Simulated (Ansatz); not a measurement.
**C₄H₉BFN: up Jacob's ladder to CCSD(T)**

One table from this session's results is given with a row withheld; the runs are named, their logs left out.

Method: functionals in def2-TZVPP, the program's frozen cores in correlated methods; program: Ansatz 0.2.0, Gaussian basis.

Levels to be run: LDA (SPW92), PBE-D4, revPBE-D4, BLYP-D4, r2SCAN-D4, B97M-V, PBE0-D4, B3LYP-D4, r2SCANh-D4, r2SCAN0-D4, HSE06-D4, BHLYP-D4, CAM-B3LYP-D4, LC-ωPBE, ωB97X-V, ωB97M-V, B2PLYP, PBE-QIDH; CCSD(T)/def2-SVP; MP2/def2-TZVPP; MP2/def2-QZVPP; RPA on PBE.

## Structure used throughout

The geometry comes from an earlier relaxation with PBE0-D4 in a triple-zeta def2 set; it is a stationary point, not always the lowest conformer.

SMILES `CC#[N+][B-](C)(C)F`, 16 atoms, charge 0, spin multiplicity 1.

Atoms are counted from 1 here; the program's logs count them from 0.

Bond lengths: C1–C2 1.443 Å, C1–H8 1.091 Å, C1–H9 1.091 Å, C1–H10 1.091 Å, C2–N3 1.141 Å, N3–B4 1.693 Å, B4–C5 1.602 Å, B4–C6 1.602 Å, B4–F7 1.395 Å, C5–H11 1.095 Å, C5–H12 1.095 Å, C5–H13 1.095 Å, C6–H14 1.095 Å, C6–H15 1.095 Å, C6–H16 1.095 Å. Angles: C2–C1–H8 109.8°, C2–C1–H9 109.8°, C2–C1–H10 109.4°, H8–C1–H9 109.3°, H8–C1–H10 109.2°, H9–C1–H10 109.2°, C1–C2–N3 179.8°, C2–N3–B4 179.4°, N3–B4–C5 104.2°, N3–B4–C6 104.2°, N3–B4–F7 101.6°, C5–B4–C6 117.4°, C5–B4–F7 113.6°, C6–B4–F7 113.6°, B4–C5–H11 108.6°, B4–C5–H12 113.1°, B4–C5–H13 112.5°, H11–C5–H12 107.0° and more.

The first run:

File in.yaml:

```yaml
crystal:
  periodic: [false, false, false]
  atoms:
    - {symbol: C, position_ang: [1.745577, 0.480188, 2.563707]}
    - {symbol: C, position_ang: [0.994922, 0.390262, 1.334679]}
    - {symbol: N, position_ang: [0.402920, 0.322655, 0.361429]}
    - {symbol: B, position_ang: [-0.467320, 0.236222, -1.088688]}
    - {symbol: C, position_ang: [0.091321, -1.085112, -1.802751]}
    - {symbol: C, position_ang: [-2.001586, 0.232227, -0.626384]}
    - {symbol: F, position_ang: [-0.078453, 1.417998, -1.720070]}
    - {symbol: H, position_ang: [1.066231, 0.436700, 3.416270]}
    - {symbol: H, position_ang: [2.455488, -0.345964, 2.625152]}
    - {symbol: H, position_ang: [2.291348, 1.424693, 2.587811]}
    - {symbol: H, position_ang: [-0.425107, -1.210669, -2.759986]}
    - {symbol: H, position_ang: [-0.086381, -1.995545, -1.221762]}
    - {symbol: H, position_ang: [1.162275, -1.022664, -2.020708]}
    - {symbol: H, position_ang: [-2.635534, 0.180940, -1.517588]}
    - {symbol: H, position_ang: [-2.278781, 1.143200, -0.086370]}
    - {symbol: H, position_ang: [-2.259819, -0.627731, -0.000441]}
basis:
  gaussian: {orbitals: def2-TZVPP}
hamiltonian: {xc: lda}
output: {orbitals: {seedname: orbitals}}
```

Launch:

```console
$ ansatz run in.yaml --threads 4 --pin off --events-out ev --progress --plain --max-ram 11315MiB
```

Among the steps run: LDA; PBE-D4 (GGA); revPBE-D4 (GGA); BLYP-D4 (GGA); r2SCAN-D4 (meta-GGA); B97M-V (meta-GGA); PBE0-D4 (hybrid); B3LYP-D4 (hybrid); r2SCANh-D4 (hybrid); r2SCAN0-D4 (hybrid); HSE06-D4 (hybrid); BHLYP-D4 (hybrid); CAM-B3LYP-D4 (range-separated); LC-ωPBE (range-separated); ωB97X-V (range-separated); ωB97M-V (range-separated); B2PLYP (double hybrid); PBE-QIDH (double hybrid).

One table of the session follows, with a row left open; its other results are not shown here.

It belongs to the step «Orbital energies across the functionals». 

```
  functional  HOMO (eV)  gap (eV)
 LDA (SPW92)      -5.92      4.12
      PBE-D4      -5.78      4.20
   revPBE-D4      -5.72      4.22
     BLYP-D4      -5.71      4.22
   r2SCAN-D4      -6.05      4.73
      B97M-V      -6.16      4.93
     PBE0-D4      -7.19      6.69
    B3LYP-D4      -7.00      6.21
  r2SCANh-D4      -6.58      5.65
  r2SCAN0-D4      -7.38      7.04
    HSE06-D4      -6.79      5.90
    BHLYP-D4      -8.56      9.22
CAM-B3LYP-D4      -8.63      9.28
     LC-ωPBE      -9.92     11.82
     ωB97X-V          ?         ?
     ωB97M-V      -9.49     10.99
```

**Question.** Estimate the row for ωB97X-V.

As computed: HOMO (eV): -9.59; gap (eV): 11.40. In the column «HOMO (eV)» it lies between LC-ωPBE (-9.92) and ωB97M-V (-9.49).
